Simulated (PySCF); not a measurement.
# C3H7ClO2Si: magnetic properties

Programs: PySCF 2.14.0, with routines of our own; each step states its level. All values are computed. Atoms count from 0.

## (1) The system as given

14 atoms, charge 0, multiplicity 1; geometry from: GFN2-xTB.

## (2) Magnetic properties: GIAO CAM-B3LYP/pcSseg-1

Job settings and geometry (Å):

```
{"job": {"kind": "mag", "xc": "CAM-B3LYP", "basis": "pcSseg-1", "isotopologues": 2}, "charge": 0, "multiplicity": 1}
Cl     3.500735    -1.259160     0.209582
C      2.293407     0.028533     0.396016
Si     0.608018    -0.611076    -0.200359
O     -0.146290     0.455322    -1.187778
C     -1.452897     0.728844    -0.769257
C     -1.713615    -0.028258     0.555776
O     -0.504167    -0.571723     0.999857
H      2.648957     0.870035    -0.192879
H      2.298327     0.305394     1.447454
H      0.691709    -1.924803    -0.825988
H     -1.549997     1.809963    -0.637317
H     -2.148980     0.401678    -1.545589
H     -2.098478     0.635789     1.332790
H     -2.427406    -0.841011     0.395526
```

With the program's defaults for keys left out, this is: GIAO CAM-B3LYP/pcSseg-1 magnetisability, rotational g tensor and spin-rotation constants, non-relativistic, gas phase.

On the command line:

```bash
$ OMP_NUM_THREADS=1 python excited_run.py task.json out
```

This one command runs all jobs of the session in turn.

**Question.** How long does this first job take on 1 thread of Arm Neoverse N1, shared host, and how much memory does it need?

About 57 s, with a peak of 0.8 GiB.
